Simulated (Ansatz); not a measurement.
**C3H5FSi: a ladder of functionals and wavefunction methods**

One table from this session's results is given with a row withheld; the runs are named, their logs left out.

Computed with Ansatz 0.2.0, Gaussian basis. Level: functionals in def2-TZVPP, the program's frozen cores in correlated methods.

The runs, in order: PBE-D4, r2SCAN-D4, PBE0-D4, B3LYP-D4, ωB97X-V, ωB97M-V, B2PLYP; CCSD(T)/def2-TZVPP; MP2/def2-QZVPP; extrapolation to the limit.

## Structure used throughout

All runs share one geometry, relaxed beforehand with PBE0-D4 in a triple-zeta def2 set.

SMILES `FC1C=C[SiH2]1`, 10 atoms, charge 0, spin multiplicity 1.

Atoms are counted from 1 here; the program's logs count them from 0.

Bond lengths: F1–C2 1.386 Å, C2–C3 1.506 Å, C2–Si5 1.920 Å, C2–H6 1.094 Å, C3–C4 1.344 Å, C3–H7 1.090 Å, C4–Si5 1.856 Å, C4–H8 1.083 Å, Si5–H9 1.485 Å, Si5–H10 1.490 Å. Angles: F1–C2–C3 113.8°, F1–C2–Si5 119.1°, F1–C2–H6 107.4°, C3–C2–Si5 84.7°, C3–C2–H6 113.0°, Si5–C2–H6 117.4°, C2–C3–C4 107.7°, C2–C3–H7 124.1°, C4–C3–H7 128.2°, C3–C4–Si5 92.0°, C3–C4–H8 126.4°, Si5–C4–H8 141.6°, C2–Si5–C4 75.2°, C2–Si5–H9 114.3°, C2–Si5–H10 119.7°, C4–Si5–H9 116.3°, C4–Si5–H10 119.7°, H9–Si5–H10 108.7°.

The first run:

The input, in.yaml:

```yaml
crystal:
  periodic: [false, false, false]
  atoms:
    - {symbol: F, position_ang: [-1.848189, 0.006000, -1.189459]}
    - {symbol: C, position_ang: [-1.058932, -0.105564, -0.055095]}
    - {symbol: C, position_ang: [-0.186467, 1.095893, 0.198999]}
    - {symbol: C, position_ang: [1.081168, 0.664432, 0.308352]}
    - {symbol: Si, position_ang: [0.600927, -1.065037, -0.162842]}
    - {symbol: H, position_ang: [-1.721896, -0.337479, 0.784081]}
    - {symbol: H, position_ang: [-0.562312, 2.114337, 0.298882]}
    - {symbol: H, position_ang: [1.943253, 1.262485, 0.574948]}
    - {symbol: H, position_ang: [0.967164, -1.498767, -1.535247]}
    - {symbol: H, position_ang: [0.868685, -2.187499, 0.780382]}
basis:
  gaussian: {orbitals: def2-TZVPP}
hamiltonian: {xc: pbe, dispersion: d4}
output: {forces: true, orbitals: {seedname: orbitals}}
```

On the command line:

```sh
> ansatz run in.yaml --threads 4 --pin off --events-out ev --progress --plain --max-ram 10444MiB
```

Steps of the session up to this table: PBE-D4 (GGA); r2SCAN-D4 (meta-GGA); PBE0-D4 (hybrid); B3LYP-D4 (hybrid); ωB97X-V (range-separated); ωB97M-V (range-separated); B2PLYP (double hybrid); CCSD(T) in def2-TZVPP; MP2 in def2-QZVPP.

One table of the session follows, with a row left open; its other results are not shown here.

It belongs to the step «Atomisation energies». 

| method | atomisation energy (kJ/mol) |
| --- | --- |
| PBE-D4 | 4013.2 |
| r2SCAN-D4 | 3924.3 |
| PBE0-D4 | 3938.0 |
| B3LYP-D4 | 3902.7 |
| ωB97X-V | 3925.9 |
| ωB97M-V | 3924.5 |
| B2PLYP | 3867.0 |
| HF/def2-TZVPP | ? |
| MP2/def2-TZVPP | 3884.1 |
| CCSD/def2-TZVPP | 3739.5 |
| CCSD(T)/def2-TZVPP | 3804.7 |
| MP2/CBS | 3985.9 |
| CCSD(T)/CBS | 3906.5 |

Estimate the missing values for HF/def2-TZVPP.

The run gave: atomisation energy (kJ/mol): 2855.7. In the column «atomisation energy (kJ/mol)» it is the lowest.
